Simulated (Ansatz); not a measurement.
# FGeH5N2O: basis-set convergence

An exercise on one series of results from a longer session: the logs are not shown, and one member is left open.

Program: Ansatz 0.2.0, Gaussian basis. Level of theory: one geometry, several basis sets. These are calculated values, not measurements.

The runs, in order: PBE0-D4/def2-SVP; ωB97M-V/def2-SVP; PBE0-D4/def2-QZVPP; ωB97M-V/def2-QZVPP; the functionals' def2-TZVPP values are taken from earlier runs.

### The geometry

All runs share one geometry, relaxed beforehand with PBE0-D4 in a triple-zeta def2 set.

SMILES `[NH2][Ge]([NH2])([OH])[F]`, 10 atoms, charge 0, spin multiplicity 1.

Atoms are counted from 1 here; the program's logs count them from 0.

Bond lengths: N1–Ge2 1.806 Å, N1–H6 1.009 Å, N1–H7 1.009 Å, Ge2–N3 1.794 Å, Ge2–O4 1.764 Å, Ge2–F5 1.744 Å, N3–H8 1.008 Å, N3–H9 1.008 Å, O4–H10 0.960 Å. Angles: Ge2–N1–H6 115.5°, Ge2–N1–H7 115.1°, H6–N1–H7 110.3°, N1–Ge2–N3 108.9°, N1–Ge2–O4 120.1°, N1–Ge2–F5 102.8°, N3–Ge2–O4 104.9°, N3–Ge2–F5 116.9°, O4–Ge2–F5 103.8°, Ge2–N3–H8 116.4°, Ge2–N3–H9 116.3°, H8–N3–H9 111.4°, Ge2–O4–H10 111.8°.

Geometry (Å):

```mol
FGeH5N2O
  3D, bonds by distance, orders not assigned

 10  9  0  0  0  0  0  0  0  0999 V2000
   -1.5337    0.5599   -0.2391 N   0  0
    0.2009    0.1642    0.0707 Ge  0  0
    0.3149   -1.5312    0.6456 N   0  0
    1.3829    0.2812   -1.2334 O   0  0
    0.6882    1.4117    1.1881 F   0  0
   -1.9683    0.0459   -0.9913 H   0  0
   -1.7402    1.5443   -0.3229 H   0  0
   -0.2717   -1.7804    1.4266 H   0  0
    1.2446   -1.9070    0.7486 H   0  0
    1.7655    1.1602   -1.2897 H   0  0
  1  2  8  0
  2  3  8  0
  2  4  8  0
  2  5  8  0
  1  6  8  0
  1  7  8  0
  3  8  8  0
  3  9  8  0
  4 10  8  0
M  END
```

The first run:

in.yaml reads:

```yaml
crystal:
  periodic: [false, false, false]
  atoms:
    - {symbol: N, position_ang: [-1.533691, 0.559949, -0.239126]}
    - {symbol: Ge, position_ang: [0.200892, 0.164173, 0.070657]}
    - {symbol: N, position_ang: [0.314879, -1.531228, 0.645596]}
    - {symbol: O, position_ang: [1.382870, 0.281211, -1.233417]}
    - {symbol: F, position_ang: [0.688191, 1.411672, 1.188051]}
    - {symbol: H, position_ang: [-1.968346, 0.045895, -0.991271]}
    - {symbol: H, position_ang: [-1.740234, 1.544285, -0.322854]}
    - {symbol: H, position_ang: [-0.271659, -1.780420, 1.426591]}
    - {symbol: H, position_ang: [1.244649, -1.907042, 0.748550]}
    - {symbol: H, position_ang: [1.765549, 1.160204, -1.289676]}
basis:
  gaussian: {orbitals: def2-SVP}
hamiltonian: {xc: pbe0, dispersion: d4}
output: {orbitals: {seedname: orbitals}}
```

The run is started by

```sh
ansatz run in.yaml --threads 4 --pin off --events-out ev --progress --plain --max-ram 10444MiB
```

Steps of the session up to this table: PBE0-D4 in def2-SVP; ωB97M-V in def2-SVP; PBE0-D4 in def2-QZVPP; ωB97M-V in def2-QZVPP.

One table of the session follows, with a row left open; its other results are not shown here.

It belongs to the step «Functionals by basis». 

| functional | basis | HOMO (eV) | LUMO (eV) |
| --- | --- | --- | --- |
| PBE0-D4 | def2-SVP | ? | ? |
| PBE0-D4 | def2-TZVPP | -7.90 | 0.12 |
| PBE0-D4 | def2-QZVPP | -7.97 | -0.18 |
| ωB97M-V | def2-SVP | -10.00 | 2.44 |
| ωB97M-V | def2-TZVPP | -10.31 | 1.68 |
| ωB97M-V | def2-QZVPP | -10.39 | 1.19 |

Estimate the missing values for PBE0-D4, def2-SVP.

The run gave: HOMO (eV): -7.60; LUMO (eV): 0.68. In the column «HOMO (eV)» it is the highest.
